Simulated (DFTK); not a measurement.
GaGe in DFTK: convergence with n bands

The system is GaGe.

```
CELL_PARAMETERS angstrom
0.00000 2.89784 2.89784
2.89784 0.00000 2.89784
2.89784 2.89784 0.00000
ATOMIC_POSITIONS crystal
Ge 0.00000 0.00000 0.00000
Ga 0.25000 0.25000 0.25000
```

The cell comes from a database or a generator and needn't be the stable form of this composition.

* Program: DFTK 0.8.2
* Task: convergence study
* Functional: PBEsol
* Potentials or basis: SPMS 1.0 (PBE)
* Cutoff: 1225 eV
* k mesh: 4 × 4 × 4
* Occupations: fermi-dirac, width 0.02 eV
* Spin: collinear spin, ferromagnetic start
* Starting moments: [0.5, 0.0] μB

These are the settings of the first run; the series varies n bands, with any setting tied to it.

Hardware: 1 thread of Intel(R) Xeon(R) 6975P-C (Granite Rapids) (shared host).

```csv
n bands,"energy less the tightest run, at zero smearing (meV/atom)",SCF cycles
14,0.00,12
15,0.00,13
17,0.00,11
19,0.00,13
23,0.00,11
29,0.00,11
```

Against the tightest run, the energy stays within 1 meV/atom from 14 on. The tightest run that finished is the yardstick and may itself not be fully converged.

Caveat, for the tightest run too: the k mesh is coarse (spacing up to 0.47 Å⁻¹), so the values aren't converged.
